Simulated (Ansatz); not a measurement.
**GeAsH₃ (quintet): from Hartree-Fock to the top rungs, cc-pVTZ**

An exercise on one series of results from a longer session: the logs are not shown, and one member is left open.

Program: Ansatz 0.2.0, Gaussian basis. Level of theory: cc-pVTZ, core rule «outside noble gas», up to 28 orbitals frozen. These are calculated values, not measurements.

Plan: UHF; CCSD(T) on ROHF; CCSD(T) on UHF; BCCD(T) on ROHF; CCSDT(Q) on ROHF; CCSDT(Q) on UHF; CASSCF and NEVPT2, 12 electrons in 11 orbitals.

4 further runs of the same task are left out: 4 set aside as unsound or not needed.

### What is computed

The geometry is a PBE0/def2-TZVP stationary point (not a proven minimum) of the parent state, kept for this charge and spin. No spin-orbit coupling is included. The filled d shell of Ge, As may be among the frozen orbitals whatever the setting's name suggests; the logs give the count.

5 atoms, charge 0, spin multiplicity 5.

Atoms are counted from 1 here; the program's logs count them from 0.

Bond lengths: Ge1–As2 2.414 Å, Ge1–H3 1.557 Å, As2–H4 1.522 Å, As2–H5 1.522 Å. Angles: As2–Ge1–H3 114.2°, Ge1–As2–H4 97.6°, Ge1–As2–H5 97.6°, H4–As2–H5 92.8°.

Set-up of the first run:

Input file in.yaml:

```yaml
crystal:
  periodic: [false, false, false]
  atoms:
    - {symbol: Ge, position_ang: [0.000000, 0.064628, 1.230152]}
    - {symbol: As, position_ang: [0.000000, -0.070415, -1.180173]}
    - {symbol: H, position_ang: [0.000000, -1.317769, 1.946080]}
    - {symbol: H, position_ang: [1.101747, 0.947133, -1.438211]}
    - {symbol: H, position_ang: [-1.101747, 0.947133, -1.438211]}
basis:
  gaussian: {orbitals: cc-pVTZ}
magnetization: {spin_polarized: true, initial_magnetization: 4}
hamiltonian: {xc: hf}
output: {orbitals: {seedname: orbitals}}
```

Run with:

```sh
$ ansatz run in.yaml --threads 1 --pin off --events-out ev --progress --plain --max-ram 2560MiB --backend cpu
```

Among the steps run: UHF; CCSD(T) on ROHF; CCSD(T) on UHF; BCCD(T) on ROHF; CCSDT(Q) on ROHF; CCSDT(Q) on UHF; CASSCF and NEVPT2, 12 electrons in 11 orbitals.

One of the session's tables, all rows but one given; the rest of the session is left out.

It belongs to the step «Misses and costs». 

| method | from RCCSDT(Q) (meV) |
| --- | --- |
| ROHF | +7127.1 |
| UHF | ? |
| RMP2 | +1391.2 |
| UMP2 | +1390.3 |
| RCCSD | +343.7 |
| UCCSD | +318.0 |
| RCCSD(T) | +64.9 |
| UCCSD(T) | +43.1 |
| BCCD(T) | +58.8 |
| RCCSDT | +13.9 |
| UCCSDT | -10.3 |
| RCCSDT(Q) | 0 |
| UCCSDT(Q) | -24.9 |
| CASSCF valence | +5575.0 |
| NEVPT2 valence | +1395.4 |

**Question.** Estimate the row for UHF.

As computed: from RCCSDT(Q) (meV): +6954.0. In the column «from RCCSDT(Q) (meV)» it lies between CASSCF valence (+5575.0) and ROHF (+7127.1).

To keep in mind: Restricted and unrestricted rows rest on different reference determinants; where their highest levels disagree by more than a few hundredths of an eV, they describe different states and don't form one ladder.
